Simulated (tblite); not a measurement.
# GeH10O4Si4: the cost of one run

Programs: tblite 0.8.0 and PySCF 2.14.0. All values are calculated, for the isolated system unless a continuum is named. Atoms count from 0, parts from 1.

## (1) The system as given

19 atoms, charge 0, multiplicity 1; geometry: distance geometry start.

## (2) Relaxing the cluster with GFN2-xTB

What the job is given:

```
{"job": {"kind": "relax", "xc": "GFN2-xTB", "basis": "xTB"}, "charge": 0, "multiplicity": 1}
O     -1.359987    -1.289852    -0.118850
Si     0.389951    -1.147411    -0.384004
O      1.236353    -0.903534     1.144569
Si     1.720646     0.660331     1.760477
O      0.333049     1.651545     2.153053
Si    -1.328528     1.014943     2.386606
O     -2.259144     1.242418     0.898496
Si    -2.533819    -0.015409    -0.300512
Ge    -2.361748     0.880400    -2.435911
H      0.888045    -2.344145    -1.005328
H      0.601458    -0.035922    -1.256981
H      2.530791     1.320229     0.775723
H      2.508008     0.484365     2.924181
H     -1.937852     1.735366     3.457466
H     -1.250774    -0.367629     2.725282
H     -3.854335    -0.550369    -0.128489
H     -3.413965     0.295386    -3.332407
H     -2.532891     2.380158    -2.327530
H     -0.988972     0.574608    -2.984134
```

Method: GFN2-xTB geometry optimisation, gas phase.

On the command line:

```bash
> OMP_NUM_THREADS=1 python cluster_run.py task.json out
```

The driver reads the jobs from task.json and runs them one after another.

Q: Estimate the wall time of this first job on 1 thread of Intel Xeon 6975P-C, shared host.

About 14 s.
